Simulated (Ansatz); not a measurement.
# Be2Tl: the cost of one run

Program: Ansatz 0.2.0. Level of theory: DFT PBE, scalar-relativistic, plane waves, PAW. These are calculated values, not measurements.

### 1 The system as given

It takes space group Pnnm (No. 58, orthorhombic). The conventional cell has a = 4.429 Å, b = 5.406 Å, c = 3.375 Å, α = 90.00°, β = 90.00°, γ = 90.00°. Around Be (site symmetry m) lie 1 Be at 2.21 Å and 3 Tl at 2.23 to 2.24 Å. Tl (site symmetry 2/m) has 6 Be at 2.23 to 2.24 Å as nearest neighbours.

Structure file:

```cif
data_structure
_symmetry_space_group_name_H-M 'Pnnm'
_symmetry_Int_Tables_number 58
_cell_length_a 4.4292
_cell_length_b 5.4059
_cell_length_c 3.3747
_cell_angle_alpha 90.000
_cell_angle_beta 90.000
_cell_angle_gamma 90.000
_cell_volume 80.80
loop_
_atom_site_label
_atom_site_type_symbol
_atom_site_symmetry_multiplicity
_atom_site_Wyckoff_symbol
_atom_site_fract_x
_atom_site_fract_y
_atom_site_fract_z
_atom_site_occupancy
Be1 Be 4 g 0.20040 0.37870 0.00000 1
Tl1 Tl 2 a 0.00000 0.00000 0.00000 1
```

This is candidate A: marcasite type (Pnnm, No. 58).

(A quick probe on a coarse mesh, which set the mesh and smearing, is not shown.)

### 3 Coarse relaxation (candidate A)

The input, input.yaml:

```yaml
crystal:
  lattice:
    - [4.4292423879, 0.0, 0.0]
    - [0.0, 5.4058561529, 0.0]
    - [0.0, 0.0, 3.3746988306]
  atoms:
    - { symbol: Be, position: [0.2004, 0.3787, 0.0] }
    - { symbol: Be, position: [0.7996, 0.6213, 0.0] }
    - { symbol: Be, position: [0.7004, 0.1213, 0.5] }
    - { symbol: Be, position: [0.2996, 0.8787, 0.5] }
    - { symbol: Tl, position: [0.0, 0.0, 0.0] }
    - { symbol: Tl, position: [0.5, 0.5, 0.5] }
basis:
  ecutwfc: 420
kpoints:
  mp_grid: { grid: [4, 4, 6] }
hamiltonian:
  xc: pbe
scf:
  occupations: { method: gaussian, width: 0.1 }
  lower_state_search: "off"
output:
  forces: true
  stress: true
  eigenvalues: true
relax:
  adjacent_minimum: "off"
  f_tol: 0.04
  max_steps: 70
  cell: { stress_tol: 0.4 }
```

The run is started by

```sh
ansatz run input.yaml --threads 1 --pin off --max-ram 2560MiB --backend cpu --events-out ev --progress --plain --runs-dir out
```

**Question.** How long does this run take on 1 thread of Arm Neoverse V2, shared host, and how much memory does it need?

About 79 s, with a peak of 0.38 GiB.
